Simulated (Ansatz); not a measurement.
# HfH2F2: the cost of one run

Computed with Ansatz 0.2.0 (DFT PBE, scalar-relativistic, plane waves, PAW, unless a step's input says otherwise).

## (1) The structure to begin with

It takes space group Immm (No. 71, orthorhombic). The conventional cell has a = 2.711 Å, b = 4.300 Å, c = 9.116 Å, α = 90.00°, β = 90.00°, γ = 90.00°. Around Hf (site symmetry mmm) lie 4 F at 1.81 Å. H (site symmetry mm2) has 4 F at 2.19 to 2.20 Å as nearest neighbours. F (site symmetry mm2) has 2 Hf at 1.81 Å as nearest neighbours.

Structure file:

```cif
data_structure
_symmetry_space_group_name_H-M 'Immm'
_symmetry_Int_Tables_number 71
_cell_length_a 2.7114
_cell_length_b 4.3002
_cell_length_c 9.1162
_cell_angle_alpha 90.000
_cell_angle_beta 90.000
_cell_angle_gamma 90.000
_cell_volume 106.29
loop_
_atom_site_label
_atom_site_type_symbol
_atom_site_symmetry_multiplicity
_atom_site_Wyckoff_symbol
_atom_site_fract_x
_atom_site_fract_y
_atom_site_fract_z
_atom_site_occupancy
Hf1 Hf 2 a 0.00000 0.00000 0.00000 1
H1 H 4 i 0.50000 0.50000 0.82114 1
F1 F 4 j 0.00000 0.50000 0.63078 1
```

The cell is invented: species swapped into a database cell of Na2NiO2 (Immm, No. 71), with H on the Na sites, Hf on the Ni sites and F on the O sites. Its size is a rough estimate.

## (2) A first look at the guess

File input.yaml:

```yaml
crystal:
  lattice:
    - [-1.35572463, 2.1500797, 4.55809998]
    - [1.35572463, -2.1500797, 4.55809998]
    - [1.35572463, 2.1500797, -4.55809998]
  atoms:
    - { symbol: Hf, position: [0.0, 0.0, 0.0] }
    - { symbol: H, position: [0.32114199, 0.32114199, 0.0] }
    - { symbol: H, position: [0.67885801, 0.67885801, 0.0] }
    - { symbol: F, position: [0.13078399, 0.63078399, 0.5] }
    - { symbol: F, position: [0.86921601, 0.36921601, 0.5] }
basis:
  ecutwfc: 420
kpoints:
  mp_grid: { grid: [8, 8, 8] }
hamiltonian:
  xc: pbe
scf:
  occupations: { method: gaussian, width: 0.1 }
  lower_state_search: "off"
output:
  forces: true
  stress: true
  eigenvalues: true
```

On the command line:

```
ansatz run input.yaml --threads 1 --pin off --max-ram 2560MiB --backend cpu --events-out ev --progress --plain --runs-dir out
```

**Question.** How long does this run take on 1 thread of Arm Neoverse V1, shared host, and how much memory does it need?

About 7.9 s, with a peak of 0.38 GiB.
